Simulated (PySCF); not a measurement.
# C₈H₈: magnetic properties

What do calculations give for the magnetic properties of C₈H₈ (`C#CC1=CC=CCC1`)?

Computed with PySCF 2.14.0 and routines of our own; the level stands in each step. Atoms count from 0.

## Step 1: The system as given

16 atoms, charge 0, multiplicity 1; geometry from: GFN2-xTB.

## Step 2: Magnetic properties: GIAO B3LYP/pcSseg-1

Job settings and geometry (Å):

```
{"job": {"kind": "mag", "xc": "B3LYP", "basis": "pcSseg-1", "isotopologues": 2}, "charge": 0, "multiplicity": 1}
C      3.421450    -0.117481     0.230394
C      2.233183     0.034564     0.128923
C      0.837836     0.176103     0.009626
C      0.205073     1.328292     0.291812
C     -1.227370     1.432724     0.139611
C     -1.978504     0.338966     0.003615
C     -1.356122    -1.025863     0.040175
C      0.059885    -0.998346    -0.531716
H      4.459469    -0.236851     0.321016
H      0.756126     2.192841     0.631961
H     -1.667416     2.419224     0.159909
H     -3.053905     0.398495    -0.073636
H     -1.327720    -1.363434     1.084734
H     -1.965944    -1.740364    -0.515773
H      0.018047    -0.897562    -1.623569
H      0.578314    -1.932364    -0.308493
```

With the program's defaults for keys left out, this is: GIAO B3LYP/pcSseg-1 magnetisability, rotational g tensor and spin-rotation constants, non-relativistic, gas phase.

Run with:

```
OMP_NUM_THREADS=1 python excited_run.py task.json out
```

This one command runs all jobs of the session in turn.

Standard output:

```text
coarse grid: 13648 points
cycle   1  E = -309.4142448218  dE =  1.215e+00  |g| = 4.625e-01  |ddm| = 3.974e+00
cycle   2  E = -309.4146221089  dE = -3.773e-04  |g| = 4.673e-01  |ddm| = 1.157e+00
cycle   3  E = -309.4718978376  dE = -5.728e-02  |g| = 6.933e-02  |ddm| = 5.682e-01
cycle   4  E = -309.4726007105  dE = -7.029e-04  |g| = 4.464e-02  |ddm| = 1.185e-01
cycle   5  E = -309.4731214356  dE = -5.207e-04  |g| = 1.456e-02  |ddm| = 4.912e-02
cycle   6  E = -309.4731665220  dE = -4.509e-05  |g| = 5.740e-03  |ddm| = 1.549e-02
cycle   7  E = -309.4731744238  dE = -7.902e-06  |g| = 1.820e-03  |ddm| = 6.921e-03
final grid: 132640 points
cycle   8  E = -309.5412591931  dE = -3.421e-05  |g| = 7.398e-03  |ddm| = 4.380e-02
cycle   9  E = -309.5412377383  dE =  2.145e-05  |g| = 1.174e-02  |ddm| = 2.009e-02
cycle  10  E = -309.5412717854  dE = -3.405e-05  |g| = 2.944e-03  |ddm| = 1.308e-02
cycle  11  E = -309.5412738718  dE = -2.086e-06  |g| = 4.098e-04  |ddm| = 2.467e-03
cycle  12  E = -309.5412739045  dE = -3.272e-08  |g| = 1.806e-04  |ddm| = 5.000e-04
cycle  13  E = -309.5412739123  dE = -7.728e-09  |g| = 6.432e-05  |ddm| = 2.271e-04
cycle  14  E = -309.5412739134  dE = -1.107e-09  |g| = 1.410e-05  |ddm| = 8.321e-05
cycle  15  E = -309.5412739134  dE = -5.377e-11  |g| = 1.832e-06  |ddm| = 1.676e-05
converged SCF energy = -309.5412739134

Magnetisability tensor (1e-30 J/T^2)
    -1072.59       -2.18       71.86
       -2.18    -1049.26       37.04
       71.86       37.04    -1207.05
isotropic -1109.63   principal values   -1244.47  -1054.78  -1029.64
isotropic susceptibility -66.824 1e-6 cm^3/mol

Inertial axes            a          b          c
rot. const./GHz      5.0532     1.4966     1.1912
chi total           -64.318    -62.628    -73.525
chi diamagnetic    -351.104   -891.751  -1107.194
chi paramagnetic    286.785    829.123   1033.670
quadrupole/D A        5.435      1.397     -6.832
g nuclear            0.6311     0.5687     0.5759
g electronic        -0.6808    -0.5829    -0.5785
g total             -0.0497    -0.0142    -0.0025

Spin-rotation constants (kHz, H = +C I.J)
atom  isotope        aa         bb         cc
  8     1H        0.211     -0.174     -0.139
  9     1H       -0.229      0.083     -0.137
 10     1H       -0.244      0.075     -0.135
 11     1H        0.544     -0.162     -0.136
 12     1H       -0.542     -0.156      0.038
 13     1H       -0.369     -0.019     -0.117
 14     1H       -0.545     -0.158      0.042
 15     1H       -0.372     -0.009     -0.123
  0    13C*       0.713      0.457      0.375
  1    13C*      -0.054      0.577      0.474
  2    13C*       2.288      0.510      0.175
  3    13C*       2.310      0.604      0.178
  4    13C*       2.181      0.593      0.167
  5    13C*       2.414      0.544      0.175
  6    13C*       0.886      0.254      0.171
  7    13C*       0.883      0.257      0.193
* in the singly substituted isotopologue

Isotopologues: g along a, b, c
2H    at 8,9,10,11,12,1    -0.0396    -0.0126    -0.0022
13C   at 0                 -0.0497    -0.0138    -0.0024
```

Run time: 26 s. Hardware: 1 thread of Arm Neoverse V1, shared host; peak memory 0.8 GiB.

Key values:

| quantity | value |
| --- | --- |
| magnetisability | -1110·10⁻³⁰ J/T² |
| molar susceptibility | -66.8·10⁻⁶ cm³/mol |
| rotational g (a, b, c) | -0.0497, -0.0142, -0.0025 |

## Step 3: Magnetic properties: GIAO CAM-B3LYP/6-31++G**

The job, as its differences from that of step 2:

```diff
@@ -1,2 +1,2 @@
-{"job": {"kind": "mag", "xc": "B3LYP", "basis": "pcSseg-1", "isotopologues": 2}, "charge": 0, "multiplicity": 1}
+{"job": {"kind": "mag", "xc": "CAM-B3LYP", "basis": "6-31++G**"}, "charge": 0, "multiplicity": 1}
 C      3.421450    -0.117481     0.230394
```

Level: GIAO CAM-B3LYP/6-31++G** magnetisability, rotational g tensor and spin-rotation constants, non-relativistic, gas phase.

Standard output:

```text
coarse grid: 13648 points
cycle   1  E = -309.4197612331  dE =  1.550e+00  |g| = 3.367e-01  |ddm| = 5.814e+01
cycle   2  E = -309.4432113016  dE = -2.345e-02  |g| = 2.136e-01  |ddm| = 8.809e+00
cycle   3  E = -309.4547657197  dE = -1.155e-02  |g| = 4.606e-02  |ddm| = 5.609e+00
cycle   4  E = -309.4551049684  dE = -3.392e-04  |g| = 3.180e-02  |ddm| = 6.701e-01
cycle   5  E = -309.4553605078  dE = -2.555e-04  |g| = 6.534e-03  |ddm| = 1.433e-01
cycle   6  E = -309.4553704868  dE = -9.979e-06  |g| = 2.344e-03  |ddm| = 5.318e-02
final grid: 132640 points
cycle   7  E = -309.3950635771  dE = -2.207e-05  |g| = 5.399e-03  |ddm| = 2.525e-01
cycle   8  E = -309.3950587902  dE =  4.787e-06  |g| = 7.026e-03  |ddm| = 7.786e-02
cycle   9  E = -309.3950715194  dE = -1.273e-05  |g| = 1.124e-03  |ddm| = 3.547e-02
cycle  10  E = -309.3950718163  dE = -2.969e-07  |g| = 1.981e-04  |ddm| = 7.507e-03
cycle  11  E = -309.3950718260  dE = -9.673e-09  |g| = 8.977e-05  |ddm| = 3.392e-03
cycle  12  E = -309.3950718283  dE = -2.315e-09  |g| = 2.576e-05  |ddm| = 8.431e-04
cycle  13  E = -309.3950718285  dE = -2.149e-10  |g| = 7.221e-06  |ddm| = 2.374e-04
converged SCF energy = -309.3950718285

Magnetisability tensor (1e-30 J/T^2)
    -1081.76        0.26       73.34
        0.26    -1053.82       41.81
       73.34       41.81    -1227.58
isotropic -1121.05   principal values   -1265.14  -1065.19  -1032.83
isotropic susceptibility -67.511 1e-6 cm^3/mol

Inertial axes            a          b          c
rot. const./GHz      5.0532     1.4966     1.1912
chi total           -64.884    -62.813    -74.837
chi diamagnetic    -351.138   -891.949  -1107.235
chi paramagnetic    286.254    829.136   1032.398
quadrupole/D A        5.339      1.578     -6.917
g nuclear            0.6311     0.5687     0.5759
g electronic        -0.6796    -0.5829    -0.5777
g total             -0.0485    -0.0143    -0.0018

Spin-rotation constants (kHz, H = +C I.J)
atom  isotope        aa         bb         cc
  8     1H        0.195     -0.173     -0.136
  9     1H       -0.229      0.084     -0.136
 10     1H       -0.239      0.074     -0.133
 11     1H        0.551     -0.161     -0.134
 12     1H       -0.538     -0.153      0.036
 13     1H       -0.370     -0.019     -0.116
 14     1H       -0.542     -0.154      0.040
 15     1H       -0.375     -0.008     -0.121
  0    13C*       0.592      0.387      0.320
  1    13C*      -0.093      0.504      0.412
  2    13C*       2.093      0.451      0.148
  3    13C*       2.081      0.535      0.149
  4    13C*       1.957      0.522      0.138
  5    13C*       2.166      0.484      0.145
  6    13C*       0.742      0.213      0.145
  7    13C*       0.740      0.219      0.165
* in the singly substituted isotopologue
```

Run time: 42 s. Hardware: 1 thread of Arm Neoverse V1, shared host; peak memory 0.98 GiB.

In short:

```csv
quantity,value
magnetisability,-1121·10⁻³⁰ J/T²
molar susceptibility,-67.5·10⁻⁶ cm³/mol
"rotational g (a, b, c)","-0.0485, -0.0143, -0.0018"
```

## Step 4: Magnetic properties (C₈H₈ (+2)): GIAO wB97X/MINI

The job, as its differences from that of step 3:

```diff
@@ -1,2 +1,2 @@
-{"job": {"kind": "mag", "xc": "CAM-B3LYP", "basis": "6-31++G**"}, "charge": 0, "multiplicity": 1}
+{"job": {"kind": "mag", "xc": "wB97X", "basis": "MINI", "scf": {"max_cycle": 100}}, "charge": 2, "multiplicity": 1}
 C      3.421450    -0.117481     0.230394
```

With the program's defaults for keys left out, this is: GIAO wB97X/MINI magnetisability, rotational g tensor and spin-rotation constants, non-relativistic, gas phase.

Standard output:

```text
final grid: 132640 points
cycle   1  E = -305.8403648135  dE =  3.209e+00  |g| = 5.273e-01  |ddm| = 6.508e+00
cycle   2  E = -305.9091521080  dE = -6.879e-02  |g| = 3.447e-01  |ddm| = 1.458e+00
cycle   3  E = -305.9494640515  dE = -4.031e-02  |g| = 9.274e-02  |ddm| = 6.408e-01
cycle   4  E = -305.9522252673  dE = -2.761e-03  |g| = 2.994e-02  |ddm| = 1.535e-01
cycle   5  E = -305.9525198311  dE = -2.946e-04  |g| = 6.518e-03  |ddm| = 5.083e-02
cycle   6  E = -305.9525498369  dE = -3.001e-05  |g| = 2.230e-03  |ddm| = 1.654e-02
cycle   7  E = -305.9525543101  dE = -4.473e-06  |g| = 1.057e-03  |ddm| = 5.788e-03
cycle   8  E = -305.9525560586  dE = -1.748e-06  |g| = 3.944e-04  |ddm| = 4.835e-03
cycle   9  E = -305.9525562846  dE = -2.260e-07  |g| = 1.782e-04  |ddm| = 1.567e-03
cycle  10  E = -305.9525563609  dE = -7.628e-08  |g| = 1.095e-04  |ddm| = 8.284e-04
cycle  11  E = -305.9525564212  dE = -6.029e-08  |g| = 4.402e-05  |ddm| = 1.247e-03
cycle  12  E = -305.9525564262  dE = -5.055e-09  |g| = 2.508e-05  |ddm| = 2.537e-04
cycle  13  E = -305.9525564289  dE = -2.725e-09  |g| = 1.241e-05  |ddm| = 3.057e-04
cycle  14  E = -305.9525564291  dE = -1.403e-10  |g| = 4.954e-06  |ddm| = 4.054e-05
converged SCF energy = -305.9525564291

Magnetisability tensor (1e-30 J/T^2)
     -576.90      -83.16       89.42
      -83.16     -802.40       97.13
       89.42       97.13    -1435.18
isotropic -938.16   principal values   -1461.32   -807.15   -546.00
isotropic susceptibility -56.497 1e-6 cm^3/mol

Inertial axes            a          b          c
rot. const./GHz      5.0532     1.4966     1.1912
chi total           -33.906    -47.908    -87.678
chi diamagnetic    -343.167   -850.648  -1059.215
chi paramagnetic    309.261    802.740    971.538
quadrupole/D A       46.878    -13.487    -33.391
g nuclear            0.6311     0.5687     0.5759
g electronic        -0.7342    -0.5644    -0.5437
g total             -0.1031     0.0043     0.0322

Spin-rotation constants (kHz, H = +C I.J)
atom  isotope        aa         bb         cc
  8     1H        1.264     -0.246     -0.193
  9     1H       -0.541      0.077     -0.194
 10     1H       -0.473      0.079     -0.186
 11     1H        0.812     -0.230     -0.188
 12     1H       -0.807     -0.215     -0.039
 13     1H       -0.539     -0.041     -0.167
 14     1H       -0.810     -0.222     -0.036
 15     1H       -0.475     -0.045     -0.171
  0    13C*       4.086      0.423      0.254
  1    13C*       0.960      0.353      0.212
  2    13C*       3.112      0.580      0.049
  3    13C*       1.530      0.612      0.029
  4    13C*       1.520      0.569      0.024
  5    13C*       2.941      0.825      0.050
  6    13C*       1.192      0.289      0.065
  7    13C*       1.283      0.279      0.075
* in the singly substituted isotopologue
```

It took 9.2 s on 1 thread of Arm Neoverse V1, shared host; peak memory 0.44 GiB.

It converged, yet the result is unsound: the charge was changed to 2, at the geometry of the original; the basis MINI is minimal.

## Step 5: Magnetic properties side by side

```
                   level  ξ (10⁻³⁰ J/T²)     g(a)     g(b)  gap (eV)  functions  time
     GIAO B3LYP/pcSseg-1           -1110  -0.0497  -0.0142      4.35        176  26 s
GIAO CAM-B3LYP/6-31++G**           -1121  -0.0485  -0.0143      6.89        192  42 s
```

## Step 6: Outcome

| quantity | value |
| --- | --- |
| magnetisability (step 2, GIAO B3LYP/pcSseg-1) | -1110·10⁻³⁰ J/T² |
| molar susceptibility (step 2, GIAO B3LYP/pcSseg-1) | -66.8·10⁻⁶ cm³/mol |
| rotational g (a, b, c) (step 2, GIAO B3LYP/pcSseg-1) | -0.0497, -0.0142, -0.0025 |
| magnetisability over the levels | -1121 to -1110·10⁻³⁰ J/T² |
| runs | 0 failed, 1 ended on unsound input |

The magnetisability spreads by 1.0 % over 2 levels, from GIAO CAM-B3LYP/6-31++G** (42 s) to GIAO B3LYP/pcSseg-1 (26 s); the runs took 26 s to 42 s. Two levels can agree by chance, so this spread shows no convergence. Vibrational averaging and real surroundings are missing from these values.
